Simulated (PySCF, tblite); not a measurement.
**C6H14GeN2: geometry, infrared bands and NMR shifts**

Wanted: the infrared bands and NMR shifts of C6H14GeN2 (`C[N]([GeH3])N=C1CCCC1`), by calculation.

The runs use tblite 0.8.0 and PySCF 2.14.0, with density-fitted response routines of our own; the level of theory stands in each step. All values are computed, except where a source is named. Atoms are numbered from 0 throughout.

**1. The molecule as given**

23 atoms, charge 0, multiplicity 1; geometry from: force field or distance geometry start.

Bonds of the start (Å): C0–N1 1.44, N1–Ge2 1.90, N1–N3 1.36, N3–C4 1.28, C4–C5 1.51, C5–C6 1.50, C6–C7 1.53, C7–C8 1.53, C8–C4 1.48, C0–H9 1.09, C0–H10 1.09, C0–H11 1.11, Ge2–H12 1.56, Ge2–H13 1.55, Ge2–H14 1.54, C5–H15 1.09, C5–H16 1.11, C6–H17 1.10, C6–H18 1.11, C7–H19 1.12, C7–H20 1.09, C8–H21 1.13, C8–H22 1.10.

**2. Optimising the geometry with GFN2-xTB**

The job: settings as JSON, then the geometry in Å.

```
{"job": {"kind": "relax", "xc": "GFN2-xTB", "basis": "xTB"}, "charge": 0, "multiplicity": 1}
C      2.129800     1.291600     0.230800
N      1.860600    -0.001900    -0.341500
Ge     3.344400    -1.188200    -0.426100
N      0.662800    -0.459600    -0.809200
C     -0.512400    -0.203500    -0.365000
C     -1.779400    -0.767200    -0.967700
C     -2.912100    -0.053300    -0.300800
C     -2.355100     0.160100     1.108500
C     -0.958600     0.665500     0.745400
H      1.501700     2.038700    -0.264000
H      1.985600     1.361600     1.313000
H      3.195500     1.511000    -0.002100
H      2.959400    -2.210700    -1.538600
H      3.443900    -1.881200     0.955600
H      4.621400    -0.407400    -0.791900
H     -1.773000    -0.670100    -2.055900
H     -1.771700    -1.829300    -0.648700
H     -3.113900     0.924600    -0.765200
H     -3.851400    -0.650300    -0.258400
H     -2.309400    -0.855800     1.582300
H     -2.925500     0.871100     1.714500
H     -1.153700     1.672900     0.277800
H     -0.293700     0.708300     1.617400
```

Launch:

```console
> OMP_NUM_THREADS=1 python probes_run.py task.json out
```

One launch serves the whole session: the jobs run in the order shown.

**Question.** This job is followed by: GFN2-xTB harmonic vibrations, gas phase; GIAO PBE0/pcSseg-1 NMR shielding, non-relativistic, gas phase. What will the session give for the following? strongest single infrared mode (GFN2-xTB); zero-point energy (GFN2-xTB); ¹³C shifts against TMS (PBE0/pcSseg-1); ¹H shifts against TMS (PBE0/pcSseg-1, means over atoms taken as alike); ¹⁵N shifts against NH3 (PBE0/pcSseg-1); ⁷³Ge shifts against GeMe4 (PBE0/pcSseg-1).

The runs gave:

| quantity | value |
| --- | --- |
| strongest single infrared mode (GFN2-xTB) | 2006 cm⁻¹, 476 km/mol |
| zero-point energy (GFN2-xTB) | 117.0 kcal/mol |
| ¹³C shifts against TMS (PBE0/pcSseg-1) | 144.6, 40.5, 38.4, 31.4, 31.1, 27.3 ppm |
| ¹H shifts against TMS (PBE0/pcSseg-1, means over atoms taken as alike) | 4.62, 3.26, 2.66, 2.48, 1.82, 1.58 ppm |
| ¹⁵N shifts against NH3 (PBE0/pcSseg-1) | 369.0, 114.2 ppm |
| ⁷³Ge shifts against GeMe4 (PBE0/pcSseg-1) | -118 ppm |

In words: Over 131 steps the energy fell by 0.621 eV; of the close pairs, Ge2–H12 changed most, 1.559 to 1.487 Å. All 63 modes are real, so the xTB geometry is a minimum. The strongest single mode, at 2006 cm⁻¹, moves mainly H14. GFN2-xTB is a fitted tight-binding method: band positions and strengths are rough. Its intensities can rank the bands wrongly. At PBE0/pcSseg-1: Shielding is most anisotropic at N3 (span 557 ppm, paramagnetic term -428 ppm). Spin-orbit coupling is left out, which matters for shieldings and couplings at and beside the heavy atoms.
